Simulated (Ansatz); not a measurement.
**SrTiO3 (Pm-3m): energy and pressure against volume**

One table from this session's results is given with a row withheld; the runs are named, their logs left out.

Method: DFT PBEsol, scalar-relativistic, plane waves, PAW, in Ansatz 0.2.0.

## The system as given

The structure is cubic, space group Pm-3m (No. 221). The conventional cell has a = 3.891 Å, b = 3.891 Å, c = 3.891 Å, α = 90.00°, β = 90.00°, γ = 90.00°. Around Sr (site symmetry m-3m) lie 12 O at 2.75 Å. Ti (site symmetry m-3m) is surrounded by 6 O at 1.95 Å. Around O (site symmetry 4/mmm) lie 2 Ti at 1.95 Å and 4 Sr at 2.75 Å.

As a file:

```cif
data_structure
_symmetry_space_group_name_H-M 'P 1'
_symmetry_Int_Tables_number 1
_cell_length_a 3.8911
_cell_length_b 3.8911
_cell_length_c 3.8911
_cell_angle_alpha 90.000
_cell_angle_beta 90.000
_cell_angle_gamma 90.000
_cell_volume 58.91
loop_
_atom_site_label
_atom_site_type_symbol
_atom_site_fract_x
_atom_site_fract_y
_atom_site_fract_z
_atom_site_occupancy
Sr1 Sr 0.50000 0.50000 0.50000 1
Ti1 Ti 0.00000 0.00000 0.00000 1
O1 O 0.50000 0.00000 0.00000 1
O2 O 0.00000 0.50000 0.00000 1
O3 O 0.00000 0.00000 0.50000 1
```

This cell comes from an earlier session at PBEsol: 11.783 Å³/atom at 0.00 GPa, on a 6×6×6 mesh.

The first run:

File input.yaml:

```yaml
crystal:
  lattice:
    - [3.8385270029, 0.0, 0.0]
    - [0.0, 3.8385270029, 0.0]
    - [0.0, 0.0, 3.8385270029]
  atoms:
    - { symbol: Sr, position: [0.5, 0.5, 0.5] }
    - { symbol: Ti, position: [0.0, 0.0, 0.0] }
    - { symbol: O, position: [0.5, 0.0, 0.0] }
    - { symbol: O, position: [0.0, 0.5, 0.0] }
    - { symbol: O, position: [0.0, 0.0, 0.5] }
basis:
  ecutwfc: 420
  ecutrho_ratio: 4
kpoints:
  mp_grid: { grid: [6, 6, 6] }
hamiltonian:
  xc: pbesol
scf:
  occupations: { method: gaussian, width: 0.05 }
output:
  forces: true
  stress: true
  eigenvalues: true
```

Command:

```console
ansatz run input.yaml --threads 1 --pin off --max-ram 2560MiB --backend cpu --events-out ev --progress --plain --runs-dir out
```

Steps of the session up to this table: Volume × 0.96; Volume × 1.04; Volume × 0.92; Volume × 0.88; Volume × 0.84; Volume × 0.8.

One of the session's tables, all rows but one given; the rest of the session is left out.

```
volume (Å³/atom)  energy above the lowest (meV/atom)  pressure (GPa)  gap on the mesh (eV)
           9.426                               406.6            67.4                  2.18
           9.898                                   ?               ?                     ?
          10.369                               123.7            31.4                  2.06
          10.840                                50.9            18.6                  1.99
          11.312                                11.7             8.3                  1.92
          11.783                                 0.0             0.0                  1.85
          12.254                                10.2            -6.7                  1.78
```

Q: Estimate the row for volume (Å³/atom) = 9.898 from the others.

Worked estimate for «energy above the lowest (meV/atom)». A straight line through the neighbours (9.426, 406.6) and (10.369, 123.7) gives 406.6 + (123.7 − 406.6) × (9.898 − 9.426) / (10.369 − 9.426) = 265.0; a parabola fitted to 3 rows on both sides gives 242.1.

**Answer.** energy above the lowest (meV/atom): 238.8; pressure (GPa): 47.4; gap on the mesh (eV): 2.12. In «energy above the lowest (meV/atom)» the line misses by +26.2 and the parabola by +3.3.

Limits of these values: Other structures may be lower in enthalpy at these pressures.
